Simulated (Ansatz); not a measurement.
# triplet GeH3O2F: levels of theory compared

We compute a comparison of 6 runs (UHF/3-21G, U-wB97M-V/def2-SVP, U-wB97X/def2-SVP, UB2PLYP/def2-SVP, RPA@PBE/def2-SVP, UCCSD/def2-SVP) of triplet GeH3O2F. 

Program for the calculation: Ansatz 0.2.0.

72 further runs of the same task are left out: 72 set aside as unsound or not needed.

## 1. The molecule

GeH3O2F: 7 atoms, total charge 0, spin state triplet. SMILES of the parent species: `[OH][GeH]([OH])[F]`. The shape is that of a PBE0-D4/def2-TZVP optimisation. This is one conformer, not always the lowest. That shape belongs to the parent species and isn't relaxed for this state.

Bond lengths: O1–Ge2 1.758 Å, Ge2–O3 1.748 Å, Ge2–F4 1.736 Å, O1–H5 0.961 Å, Ge2–H6 1.522 Å, O3–H7 0.961 Å. Angles: O1–Ge2–O3 108.4°, O1–Ge2–F4 104.7°, O3–Ge2–F4 110.1°, O1–Ge2–H6 116.0°, O3–Ge2–H6 108.9°, F4–Ge2–H6 108.5°, Ge2–O1–H5 112.4°, Ge2–O3–H7 112.8°.

## 2. The energy at UHF/3-21G (run 1)

The input, molecule.yaml:

```yaml
crystal:
  periodic: [false, false, false]
  atoms:
    - {symbol: O, position_ang: [-0.352900, 1.140300, -0.859300]}
    - {symbol: Ge, position_ang: [-0.107500, -0.026800, 0.432400]}
    - {symbol: O, position_ang: [1.518200, -0.656000, 0.307600]}
    - {symbol: F, position_ang: [-1.260300, -1.284500, 0.113200]}
    - {symbol: H, position_ang: [-1.209200, 1.041800, -1.283900]}
    - {symbol: H, position_ang: [-0.331400, 0.485800, 1.847500]}
    - {symbol: H, position_ang: [1.804400, -0.768700, -0.603100]}
basis:
  gaussian:
    orbitals: 3-21G-spherical.json
magnetization:
  spin_polarized: true
  initial_magnetization: 2
hamiltonian:
  xc: hf
accuracy: high
output:
  orbitals: {seedname: orbitals}
```

The basis set 3-21G is read from a file made from the Basis Set Exchange's data (not shown).

The run is started by

```console
$ ansatz run molecule.yaml --threads 1 --pin off --max-ram 3480MiB --events-out events.jsonl --progress --plain --runs-dir runs
```

The program printed:

```text
Warning: RAYON_NUM_THREADS=1 ignored (pool sized by the plan → 1); use --threads N
Functional definition: HF
  name "HF"
  exchange = exact_x
  correlation = 0
1047 factors; integrals over basis functions are off by at most 6.4e-9 eV
mean field evaluation 1: about -62981.5926 eV, gradient 2.9e1 eV
mean field evaluation 2: about -62981.6213 eV, gradient 2.9e1 eV
mean field evaluation 4: about -62985.9005 eV, gradient 4.4e0 eV
mean field evaluation 8: about -62987.2657 eV, gradient 1.5e0 eV
mean field evaluation 16: about -62987.3714 eV, gradient 9.1e-2 eV
mean field evaluation 32: about -62986.2692 eV, gradient 1.9e0 eV
mean field evaluation 64: about -62986.3220 eV, gradient 7.8e-2 eV
mean field evaluation 96: about -62986.8597 eV, gradient 1.1e0 eV
mean field evaluation 128: about -62985.2828 eV, gradient 7.5e-1 eV
mean field evaluation 160: about -62984.4989 eV, gradient 1.7e0 eV
mean field evaluation 192: about -62987.3714 eV, gradient 3.3e-2 eV
mean field evaluation 224: about -62985.3959 eV, gradient 6.1e-2 eV
mean field -62987.37151747 eV, -2314.7432088930 hartree, gradient 2.0e-8 eV, S^2 2.006823; 4 other end points of the search recorded, 0 dependent functions left out
reference -62987.37151747 eV, -2314.7432088930 hartree; 31, 29 occupied and 24, 26 virtual orbitals, 1047 factors
Total energy: -62987.37151747 eV, -2314.7432088930 hartree
```

Wall time 5.7 s (1 thread of Arm Neoverse V2, shared host); peak memory 0.17 GiB.

## 3. The energy at U-wB97M-V/def2-SVP (run 2)

The input, input.yaml:

```yaml
crystal:
  periodic: [false, false, false]
  atoms:
    - symbol: O
      position_ang: [-0.352900, 1.140300, -0.859300]
    - symbol: Ge
      position_ang: [-0.107500, -0.026800, 0.432400]
    - symbol: O
      position_ang: [1.518200, -0.656000, 0.307600]
    - symbol: F
      position_ang: [-1.260300, -1.284500, 0.113200]
    - symbol: H
      position_ang: [-1.209200, 1.041800, -1.283900]
    - symbol: H
      position_ang: [-0.331400, 0.485800, 1.847500]
    - symbol: H
      position_ang: [1.804400, -0.768700, -0.603100]
basis:
  gaussian:
    orbitals: def2-SVP
accuracy: high
magnetization:
  spin_polarized: true
  initial_magnetization: 2
hamiltonian:
  xc: {name: wB97M-V}
output:
  orbitals: {seedname: orbitals}
```

The run is started by

```console
$ ansatz run input.yaml --threads 1 --pin off --max-ram 3480MiB --events-out events.jsonl --progress --plain --runs-dir runs
```

The program printed (excerpt; [...] marks lines left out):

```text
Warning: RAYON_NUM_THREADS=1 ignored (pool sized by the plan → 1); use --threads N
Functional definition: wB97M-V
  name "wB97M-V"
[...]
  gx(w, u) = 1 - cx + cx01*u + cx10*w
  gss(w, u) = css00 + css04*u^4 + css10*w + css20*w^2 + css43*w^4*u^3
  gos(w, u) = cos00 + cos10*w + (cos20 + cos21*u)*w^2 + (cos60 + cos61*u)*w^6
[...]
      + integral(e_c_pw_mod_opposite_spin*gos(b97_w_opposite, b97_u_opposite)) + vv10(b, c)
1869 factors; integrals over basis functions are off by at most 4.4e-9 eV
314 factors; integrals over basis functions are off by at most 2.5e-9 eV
[...]
mean field -63354.90460291 eV, -2328.2498006603 hartree, gradient 3.0e-8 eV, S^2 2.006607; 4 other end points of the search recorded, 0 dependent functions left out
reference -63354.90460700 eV, -2328.2498008106 hartree; 31, 29 occupied and 58, 60 virtual orbitals, 1869 factors
Total energy: -63354.90460700 eV, -2328.2498008106 hartree
```

Wall time 2.3 min (1 thread of Arm Neoverse V2, shared host); peak memory 1 GiB.

Runs 3 to 4 aren't shown in full; the table further down has their settings and results.

## 4. The energy at RPA@PBE/def2-SVP (run 5)

Edit input.yaml of step 3 so:

```diff
@@ -20,3 +20,7 @@
     orbitals: def2-SVP
-accuracy: high
+correlation:
+  method: rpa
+  frozen_orbitals: {F: 1, Ge: 9, H: 0, O: 1}
+hamiltonian:
+  xc: pbe
 magnetization:
@@ -24,5 +28,2 @@
   initial_magnetization: 2
-hamiltonian:
-  xc: {name: wB97M-V}
-output:
-  orbitals: {seedname: orbitals}
+accuracy: high
```

The run is started by

```console
$ ansatz run input.yaml --threads 1 --pin off --max-ram 3480MiB --events-out events.jsonl --progress --plain --runs-dir runs
```

The program printed (excerpt; [...] marks lines left out):

```text
Warning: RAYON_NUM_THREADS=1 ignored (pool sized by the plan → 1); use --threads N
Functional definition: PBE
  name "PBE"
[...]
1869 factors; integrals over basis functions are off by at most 4.4e-9 eV
[...]
mean field -63345.48459879 eV, -2327.9036218939 hartree, gradient 8.6e-8 eV, S^2 2.003247; 10 other end points of the search recorded, 0 dependent functions left out
12 core orbitals not correlated: weight in the atoms' cores, before any rotation towards them, 1.000 or more for the frozen orbitals, at most 0.000 for the correlated occupied ones
reference -63279.81347065 eV, -2325.4902524484 hartree; 19, 17 occupied and 58, 60 virtual orbitals, 1869 factors
Total energy: -63313.70204291 eV, -2326.7356345084 hartree
```

Wall time 49 s (1 thread of Arm Neoverse V2, shared host); peak memory 0.42 GiB.

## 5. The energy at UCCSD/def2-SVP (run 6)

Edit input.yaml of step 4 so:

```diff
@@ -20,7 +20,2 @@
     orbitals: def2-SVP
-correlation:
-  method: rpa
-  frozen_orbitals: {F: 1, Ge: 9, H: 0, O: 1}
-hamiltonian:
-  xc: pbe
 magnetization:
@@ -28,2 +23,7 @@
   initial_magnetization: 2
+correlation:
+  method: ccsd
+  frozen_orbitals: {F: 1, Ge: 9, H: 0, O: 1}
 accuracy: high
+scf:
+  omitted_lower_state_checks: [cluster_reference, increment]
```

The run is started by

```console
$ ansatz run input.yaml --threads 1 --pin off --max-ram 3480MiB --events-out events.jsonl --progress --plain --runs-dir runs
```

The program printed:

```text
Warning: RAYON_NUM_THREADS=1 ignored (pool sized by the plan → 1); use --threads N
[... 16 lines left out ...]
12 core orbitals not correlated: weight in the atoms' cores, before any rotation towards them, 1.000 or more for the frozen orbitals, at most 0.000 for the correlated occupied ones
[... 43 lines left out ...]
Total energy: -63304.76994094 eV, -2326.4073858153 hartree
Checks for a lower state left out: cluster_reference, increment
```

Run time: 2.5 min. Hardware: 1 thread of Arm Neoverse V2, shared host; peak memory 1 GiB.

## 6. The series

| run | level | frozen core orbitals | energy (Eh) | HOMO energy (eV) | ⟨S²⟩ | wall time |
| --- | --- | --- | --- | --- | --- | --- |
| 1 | UHF/3-21G | – | -2314.743209 | -4.03 | 2.007 | 5.7 s |
| 2 | U-wB97M-V/def2-SVP | – | -2328.249801 | -4.18 | 2.007 | 2.3 min |
| 3 | U-wB97X/def2-SVP | – | -2328.415303 | -4.07 | 2.008 | 82 s |
| 4 | UB2PLYP/def2-SVP | 12 | -2327.862668 | -3.05 | 2.007 | 35 s |
| 5 | RPA@PBE/def2-SVP | 12 | -2326.735635 | – | 2.003 | 49 s |
| 6 | UCCSD/def2-SVP | 12 | -2326.407386 | – | 2.008 | 2.5 min |

## 7. Outcome

```
                                           quantity           value
                                run 6: total energy  -2326.40739 Eh
run 6: correlation energy (12 core orbitals frozen)      -774.8 mEh
           run 6: ⟨S²⟩ of the reference determinant           2.008
                               run 6: T1 diagnostic           0.022
```

What this shows: Totals of different functionals can't be ranked against each other. All runs together took 7.7 min, the longest 2.5 min.
